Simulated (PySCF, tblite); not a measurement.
**C₅H₁₀BFSi: geometry, infrared bands and NMR shifts**

Aim: predict the infrared bands and NMR shifts of C₅H₁₀BFSi (`B[C@@H]1C=CC[Si@@H]1CF`).

Programs: tblite 0.8.0 and PySCF 2.14.0, with density-fitted response routines of our own. Each step states its level of theory. These are calculated values for one molecule in the gas phase, unless marked as measured. Atoms are numbered from 0 throughout.

## 1. The starting structure

18 atoms, charge 0, multiplicity 1; geometry from: force field or distance geometry start.

Bonds of the start (Å): B0–C1 1.61, C1–C2 1.48, C2–C3 1.28, C3–C4 1.48, C4–Si5 1.87, Si5–C6 1.83, C6–F7 1.39, Si5–C1 1.90, B0–H8 1.18, B0–H9 1.19, C1–H10 1.08, C2–H11 1.11, C3–H12 1.13, C4–H13 1.10, C4–H14 1.11, Si5–H15 1.44, C6–H16 1.10, C6–H17 1.12.

## 2. Geometry optimisation with GFN2-xTB

What the job is given:

```
{"job": {"kind": "relax", "xc": "GFN2-xTB", "basis": "xTB"}, "charge": 0, "multiplicity": 1}
B      1.775100    -0.797100     0.324500
C      0.991200     0.053500    -0.796300
C      1.101700     1.462000    -0.357100
C      0.162300     1.919200     0.384700
C     -0.942900     1.032400     0.813400
Si    -0.888700    -0.179900    -0.615200
C     -1.336100    -1.890400    -0.158300
F     -2.360100    -1.837200     0.779300
H      1.678600    -1.968400     0.406700
H      2.796500    -0.332600     0.720500
H      1.332900    -0.141200    -1.806800
H      1.953000     2.082100    -0.703000
H      0.162200     2.984200     0.768100
H     -1.914000     1.555600     0.862700
H     -0.720200     0.542000     1.783700
H     -1.586800     0.397000    -1.728400
H     -1.706100    -2.439100    -1.042400
H     -0.507300    -2.435700     0.352200
```

Command:

```bash
OMP_NUM_THREADS=1 python probes_run.py task.json out
```

The driver reads the jobs from task.json and runs them one after another.

**Question.** This job is followed by: GFN2-xTB harmonic vibrations, gas phase; GIAO PBE0/pcSseg-1 NMR shielding, non-relativistic, gas phase. What will the session give for the following? strongest single infrared mode (GFN2-xTB); zero-point energy (GFN2-xTB); ¹³C shifts against TMS (PBE0/pcSseg-1); ¹H shifts against TMS (PBE0/pcSseg-1, means over atoms taken as alike); ¹¹B shifts against BF3·OEt2 (PBE0/pcSseg-1); ²⁹Si shifts against TMS (PBE0/pcSseg-1); ¹⁹F shifts against CFCl3 (PBE0/pcSseg-1).

As calculated:

```
                                                              quantity                                                     value
                             strongest single infrared mode (GFN2-xTB)                                     2212 cm⁻¹, 320 km/mol
                                          zero-point energy (GFN2-xTB)                                             84.1 kcal/mol
                                ¹³C shifts against TMS (PBE0/pcSseg-1)                        143.6, 135.6, 78.0, 53.7, 21.1 ppm
¹H shifts against TMS (PBE0/pcSseg-1, means over atoms taken as alike)  7.31, 6.34, 6.19, 4.99, 4.84, 4.68, 3.55, 2.09, 1.93 ppm
                           ¹¹B shifts against BF3·OEt2 (PBE0/pcSseg-1)                                                  81.9 ppm
                               ²⁹Si shifts against TMS (PBE0/pcSseg-1)                                                  -4.8 ppm
                              ¹⁹F shifts against CFCl3 (PBE0/pcSseg-1)                                                -302.4 ppm
```

In words: The optimisation took 132 steps and gained 0.823 eV; among the close pairs (by a distance rule), Si5–C6 changed most, from 1.826 to 1.919 Å. No mode is imaginary among the 48: a minimum at this level. The strongest single mode, at 2212 cm⁻¹, moves mainly H15. Unscaled tight-binding wavenumbers are off by several per cent, some by more. Its intensities can rank the bands wrongly.
